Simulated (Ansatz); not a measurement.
# CHClGaN (SMILES N#[C][GaH][Cl]): one structure at several levels

The atoms stand at a structure displaced at random from a GFN2-xTB minimum. How far do the functionals agree with CCSD(T) there?

Program: Ansatz 0.2.0, Gaussian basis. Level of theory: single points in def2-TZVPP. These are calculated values, not measurements.

Correlated methods freeze the cores. Filled d shells of the heavier atoms are correlated.

## (1) Where the work starts

5 atoms, charge 0, spin multiplicity 1.

Atoms are counted from 1 here; the program's logs count them from 0.

Bond lengths: N1–C2 1.378 Å, C2–Ga3 2.013 Å, Ga3–Cl4 2.118 Å, Ga3–H5 1.723 Å. Angles: N1–C2–Ga3 172.3°, C2–Ga3–Cl4 116.8°, C2–Ga3–H5 111.4°, Cl4–Ga3–H5 131.8°.

Geometry (Å):

```
atom    x (Å)    y (Å)    z (Å)
  N1   1.3179  -1.6218   1.5817
  C2   0.6563  -0.6761   0.8289
 Ga3  -0.3167   0.5204  -0.4656
 Cl4  -1.9863  -0.3138  -1.4677
  H5   0.4372   2.0658  -0.5815
```

## (2) CCSD(T)/def2-TZVPP

The input, run/in.yaml:

```yaml
crystal:
  periodic: [false, false, false]
  atoms:
    - {symbol: N, position_ang: [1.317900, -1.621800, 1.581700]}
    - {symbol: C, position_ang: [0.656300, -0.676100, 0.828900]}
    - {symbol: Ga, position_ang: [-0.316700, 0.520400, -0.465600]}
    - {symbol: Cl, position_ang: [-1.986300, -0.313800, -1.467700]}
    - {symbol: H, position_ang: [0.437200, 2.065800, -0.581500]}
basis:
  gaussian: {orbitals: def2-TZVPP}
correlation: {method: ccsd_t}
output: {forces: true}
```

The command line of these runs was not kept.

## (3) PBE0-D4/def2-TZVPP

run/in.yaml: that of step 2 with these lines changed.

```diff
@@ -10,3 +10,3 @@
   gaussian: {orbitals: def2-TZVPP}
-correlation: {method: ccsd_t}
-output: {forces: true}
+hamiltonian: {xc: pbe0, dispersion: d4}
+output: {forces: true, orbitals: {seedname: orbitals}}
```

## (4) wB97M-V/def2-TZVPP

run/in.yaml: that of step 3 with these lines changed.

```diff
@@ -10,3 +10,3 @@
   gaussian: {orbitals: def2-TZVPP}
-hamiltonian: {xc: pbe0, dispersion: d4}
-output: {forces: true, orbitals: {seedname: orbitals}}
+hamiltonian: {xc: {name: wB97M-V}}
+output: {forces: true}
```

## (5) r2SCAN-D4/def2-TZVPP

run/in.yaml: that of step 4 with these lines changed.

```diff
@@ -10,3 +10,3 @@
   gaussian: {orbitals: def2-TZVPP}
-hamiltonian: {xc: {name: wB97M-V}}
+hamiltonian: {xc: r2scan, dispersion: d4}
 output: {forces: true}
```

## (6) PBE-D4/def2-TZVPP

run/in.yaml: that of step 5 with these lines changed.

```diff
@@ -10,3 +10,3 @@
   gaussian: {orbitals: def2-TZVPP}
-hamiltonian: {xc: r2scan, dispersion: d4}
+hamiltonian: {xc: pbe, dispersion: d4}
 output: {forces: true}
```

## (7) BHLYP-D4/def2-TZVPP

run/in.yaml: that of step 6 with these lines changed.

```diff
@@ -10,3 +10,3 @@
   gaussian: {orbitals: def2-TZVPP}
-hamiltonian: {xc: pbe, dispersion: d4}
+hamiltonian: {xc: {name: BHLYP}, dispersion: d4}
 output: {forces: true}
```

## (8) LC-wPBE/def2-TZVPP

run/in.yaml: that of step 7 with these lines changed.

```diff
@@ -10,3 +10,3 @@
   gaussian: {orbitals: def2-TZVPP}
-hamiltonian: {xc: {name: BHLYP}, dispersion: d4}
+hamiltonian: {xc: {name: LC-wPBE}}
 output: {forces: true}
```

(Steps that only read results are left out.)

Before running it: what results should come out? Wanted: energy less free atoms, CCSD(T)/def2-TZVPP; RMS force component; RMS force error; HOMO and LUMO, PBE0-D4; T1 diagnostic.

As calculated:

| quantity | value |
| --- | --- |
| energy less free atoms, CCSD(T)/def2-TZVPP | -377.4 kcal/mol |
| RMS force component | 4.204 to 5.493 eV/Å over the methods |
| RMS force error | PBE0-D4 0.744, wB97M-V 0.903, r2SCAN-D4 0.436, PBE-D4 0.154, BHLYP-D4 1.302, LC-wPBE 1.169 eV/Å |
| HOMO and LUMO, PBE0-D4 | -8.84 and -3.00 eV |
| T1 diagnostic | 0.018 |

What this shows: Against CCSD(T) the functionals' energies less atoms differ by -25.5 to +31.2 kcal/mol, PBE-D4 by -25.5 kcal/mol. The reference is not at the basis limit: in triple zeta CCSD(T) underbinds, which counts against methods that bind more; the gaps are no ranking. For forces PBE-D4 does best and BHLYP-D4 worst. The restricted Hartree–Fock reference is unstable towards an unrestricted one at one or more of these structures.
